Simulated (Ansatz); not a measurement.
# C₃H₉Al: basis-set convergence

How large a basis does C₃H₉Al need? Two functionals are run in growing sets.

Method: one geometry, several basis sets; program: Ansatz 0.2.0, Gaussian basis.

Plan: PBE0-D4/def2-SVP; ωB97M-V/def2-SVP; PBE0-D4/def2-QZVPP; ωB97M-V/def2-QZVPP; the functionals' def2-TZVPP values are taken from earlier runs.

## Step 1: The geometry

The geometry comes from an earlier relaxation with PBE0-D4 in a triple-zeta def2 set; it is a stationary point, not always the lowest conformer.

SMILES `CC[CH2][AlH2]`, 13 atoms, charge 0, spin multiplicity 1.

Atoms are counted from 1 here; the program's logs count them from 0.

Bond lengths: C1–C2 1.521 Å, C1–H5 1.094 Å, C1–H6 1.093 Å, C1–H7 1.094 Å, C2–C3 1.528 Å, C2–H8 1.096 Å, C2–H9 1.096 Å, C3–Al4 1.958 Å, C3–H10 1.100 Å, C3–H11 1.100 Å, Al4–H12 1.591 Å, Al4–H13 1.592 Å. Angles: C2–C1–H5 110.9°, C2–C1–H6 111.8°, C2–C1–H7 110.9°, H5–C1–H6 107.8°, H5–C1–H7 107.4°, H6–C1–H7 107.8°, C1–C2–C3 113.4°, C1–C2–H8 109.2°, C1–C2–H9 109.2°, C3–C2–H8 109.8°, C3–C2–H9 109.8°, H8–C2–H9 105.2°, C2–C3–Al4 117.0°, C2–C3–H10 110.0°, C2–C3–H11 110.0°, Al4–C3–H10 107.5°, Al4–C3–H11 107.6°, H10–C3–H11 103.9° and more.

## Step 2: PBE0-D4 in def2-SVP

in.yaml

```yaml
crystal:
  periodic: [false, false, false]
  atoms:
    - {symbol: C, position_ang: [-0.935537, 1.364844, -1.007583]}
    - {symbol: C, position_ang: [-0.455613, 0.558470, 0.188856]}
    - {symbol: C, position_ang: [0.479409, -0.589001, -0.188586]}
    - {symbol: Al, position_ang: [1.160344, -1.698900, 1.273011]}
    - {symbol: H, position_ang: [-1.478119, 0.729643, -1.713666]}
    - {symbol: H, position_ang: [-1.601969, 2.178255, -0.708163]}
    - {symbol: H, position_ang: [-0.090838, 1.804406, -1.545810]}
    - {symbol: H, position_ang: [-1.324014, 0.166323, 0.730467]}
    - {symbol: H, position_ang: [0.046357, 1.228094, 0.896566]}
    - {symbol: H, position_ang: [1.347404, -0.200684, -0.742321]}
    - {symbol: H, position_ang: [-0.015760, -1.256705, -0.909526]}
    - {symbol: H, position_ang: [2.135399, -2.916606, 0.958132]}
    - {symbol: H, position_ang: [0.753335, -1.402840, 2.783422]}
basis:
  gaussian: {orbitals: def2-SVP}
hamiltonian: {xc: pbe0, dispersion: d4}
output: {orbitals: {seedname: orbitals}}
```

Run with:

```sh
$ ansatz run in.yaml --threads 4 --pin off --events-out ev --progress --plain --max-ram 10444MiB
```

The runs that follow: ωB97M-V in def2-SVP; PBE0-D4 in def2-QZVPP; ωB97M-V in def2-QZVPP.

Before running them: what should the planned runs give, taken together? Wanted: PBE0-D4: double and triple zeta above quadruple; ωB97M-V: double and triple zeta above quadruple.

As calculated:

| quantity | value |
| --- | --- |
| PBE0-D4: double and triple zeta above quadruple | 6.22, 0.40 eV |
| ωB97M-V: double and triple zeta above quadruple | 6.46, 0.39 eV |

PBE0-D4 gains 5.82 eV from double to triple zeta, then 0.40 eV more. Total energies overstate the basis error of differences, where much of it tends to cancel.
